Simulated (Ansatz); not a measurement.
Write the native input for Ansatz 0.2.0 that does the following.

```yaml
Task: single point
Functional: PBEsol
Potentials_or_basis: JTH PAW
Cutoff: "1320 eV (not typed: the program's choice for these potentials)"
k_mesh: 8 × 8 × 5
Occupations: fermi-dirac, width 0.05 eV
Spin: collinear spin, ferromagnetic start
Starting_moments: "[0.0, 0.0, 2.0, 2.0, 4.0, 4.0] μB"
```

Crystal: MnCoGe.

```
Ge Co Mn
1.0
     4.09114    0.00000    0.00000
    -2.04557    3.54303    0.00000
     0.00000    0.00000    5.14388
Ge Co Mn
2 2 2
Direct
  0.33333 0.66667 0.25000
  0.66667 0.33333 0.75000
  0.66667 0.33333 0.25000
  0.33333 0.66667 0.75000
  0.00000 0.00000 0.50000
  0.00000 0.00000 0.00000
```

The cell is a database's computed one.

The input as run:

input.yaml

```yaml
crystal:
  lattice:
    - [4.0911399262, 0.0, 0.0]
    - [-2.0455699631, 3.5430311065, 0.0]
    - [0.0, 0.0, 5.143882]
  atoms:
    - { symbol: Ge, position: [0.3333333333, 0.6666666667, 0.25] }
    - { symbol: Ge, position: [0.6666666667, 0.3333333333, 0.75] }
    - { symbol: Co, position: [0.6666666667, 0.3333333333, 0.25], spin: 2.0 }
    - { symbol: Co, position: [0.3333333333, 0.6666666667, 0.75], spin: 2.0 }
    - { symbol: Mn, position: [0.0, 0.0, 0.5], spin: 4.0 }
    - { symbol: Mn, position: [0.0, 0.0, 0.0], spin: 4.0 }
hamiltonian:
  xc: pbesol
  pseudopotentials: { kind: paw, source: jth, xc_functional: pbe }
magnetization:
  spin_polarized: true
kpoints:
  mp_grid: { grid: [8, 8, 5] }
scf:
  occupations: { method: fermi_dirac, width: 0.05 }
output:
  forces: true
  stress: true
  eigenvalues: true
```

Potentials or basis: JTH PAW.

Command:

```bash
$ ansatz run input.yaml --threads 2 --pin off --max-ram 5632MiB --backend cpu --events-out ev --progress --plain --runs-dir out
```

It gave:

```json
{
 "Pressure": "-8.9 GPa",
 "Band gap on the k mesh": "none (metal or under the smearing width)",
 "Net moment": "6.13 μB per cell",
 "Absolute moment": "6.71 μB per cell",
 "Site moments": "Ge -0.06; Co +0.45; Mn +2.65 μB"
}
```

It took 65 s on 2 threads of Arm Neoverse V2 (shared host), peak memory 1.3 GiB.
